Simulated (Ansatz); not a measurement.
# CH6AlBSi: a ladder of functionals and wavefunction methods

One table from this session's results is given with a row withheld; the runs are named, their logs left out.

Program: Ansatz 0.2.0, Gaussian basis. Level of theory: functionals in def2-TZVPP, the program's frozen cores in correlated methods. These are calculated values, not measurements.

Levels to be run: LDA (SPW92), PBE-D4, revPBE-D4, BLYP-D4, r2SCAN-D4, B97M-V, PBE0-D4, B3LYP-D4, r2SCANh-D4, r2SCAN0-D4, HSE06-D4, BHLYP-D4, CAM-B3LYP-D4, LC-ωPBE, ωB97X-V, ωB97M-V, B2PLYP, PBE-QIDH; CCSD(T)/def2-SVP; CCSD(T)/def2-TZVPP; MP2/def2-QZVPP; extrapolation to the limit; RPA on PBE.

### Structure used throughout

The geometry comes from an earlier relaxation with PBE0-D4 in a triple-zeta def2 set; it is a stationary point, not always the lowest conformer.

SMILES `[CH3][Al]1[BH][SiH2]1`, 10 atoms, charge 0, spin multiplicity 1.

Atoms are counted from 1 here; the program's logs count them from 0.

Bond lengths: C1–Al2 1.947 Å, C1–H5 1.093 Å, C1–H6 1.093 Å, C1–H7 1.093 Å, Al2–B3 2.004 Å, Al2–Si4 2.446 Å, B3–Si4 1.852 Å, B3–H8 1.185 Å, Si4–H9 1.559 Å, Si4–H10 1.491 Å. Angles: Al2–C1–H5 111.0°, Al2–C1–H6 111.0°, Al2–C1–H7 110.7°, H5–C1–H6 107.9°, H5–C1–H7 108.0°, H6–C1–H7 108.0°, C1–Al2–B3 172.1°, C1–Al2–Si4 140.0°, B3–Al2–Si4 47.9°, Al2–B3–Si4 78.6°, Al2–B3–H8 144.0°, Si4–B3–H8 137.4°, Al2–Si4–B3 53.4°, Al2–Si4–H9 51.6°, Al2–Si4–H10 154.6°, B3–Si4–H9 105.0°, B3–Si4–H10 151.9°, H9–Si4–H10 103.1°.

Set-up of the first run:

in.yaml reads:

```yaml
crystal:
  periodic: [false, false, false]
  atoms:
    - {symbol: C, position_ang: [-1.369961, 1.071610, -1.101104]}
    - {symbol: Al, position_ang: [-0.301013, -0.315213, -0.248911]}
    - {symbol: B, position_ang: [0.635779, -1.923104, 0.495452]}
    - {symbol: Si, position_ang: [1.598953, -0.546323, 1.274816]}
    - {symbol: H, position_ang: [-0.750715, 1.706022, -1.740533]}
    - {symbol: H, position_ang: [-1.848574, 1.711521, -0.355294]}
    - {symbol: H, position_ang: [-2.154059, 0.629044, -1.720916]}
    - {symbol: H, position_ang: [0.648655, -3.108124, 0.500365]}
    - {symbol: H, position_ang: [0.933506, 0.760879, 0.746372]}
    - {symbol: H, position_ang: [2.690630, -0.037515, 2.152853]}
basis:
  gaussian: {orbitals: def2-TZVPP}
hamiltonian: {xc: lda}
output: {orbitals: {seedname: orbitals}}
```

Run with:

```console
$ ansatz run in.yaml --threads 2 --pin off --events-out ev --progress --plain --max-ram 4352MiB
```

Among the steps run: LDA; PBE-D4 (GGA); revPBE-D4 (GGA); BLYP-D4 (GGA); r2SCAN-D4 (meta-GGA); B97M-V (meta-GGA); PBE0-D4 (hybrid); B3LYP-D4 (hybrid); r2SCANh-D4 (hybrid); r2SCAN0-D4 (hybrid); HSE06-D4 (hybrid); BHLYP-D4 (hybrid); CAM-B3LYP-D4 (range-separated); LC-ωPBE (range-separated); ωB97X-V (range-separated); ωB97M-V (range-separated); B2PLYP (double hybrid); PBE-QIDH (double hybrid).

One of the session's tables, all rows but one given; the rest of the session is left out.

It belongs to the step «Orbital energies across the functionals». 

| functional | HOMO (eV) | gap (eV) |
| --- | --- | --- |
| LDA (SPW92) | -5.44 | 3.38 |
| PBE-D4 | -5.30 | 3.42 |
| revPBE-D4 | -5.24 | 3.44 |
| BLYP-D4 | -5.06 | 3.36 |
| r2SCAN-D4 | -5.45 | 3.77 |
| B97M-V | -5.42 | 3.75 |
| PBE0-D4 | -6.10 | 4.97 |
| B3LYP-D4 | -5.86 | 4.59 |
| r2SCANh-D4 | -5.76 | 4.34 |
| r2SCAN0-D4 | -6.21 | 5.18 |
| HSE06-D4 | -5.71 | 4.22 |
| BHLYP-D4 | -6.66 | 6.40 |
| CAM-B3LYP-D4 | -7.12 | 7.00 |
| LC-ωPBE | -8.35 | 9.17 |
| ωB97X-V | ? | ? |
| ωB97M-V | -7.97 | 8.55 |

Estimate the missing values for ωB97X-V.

The run gave: HOMO (eV): -8.07; gap (eV): 8.84. In the column «HOMO (eV)» it lies between LC-ωPBE (-8.35) and ωB97M-V (-7.97).
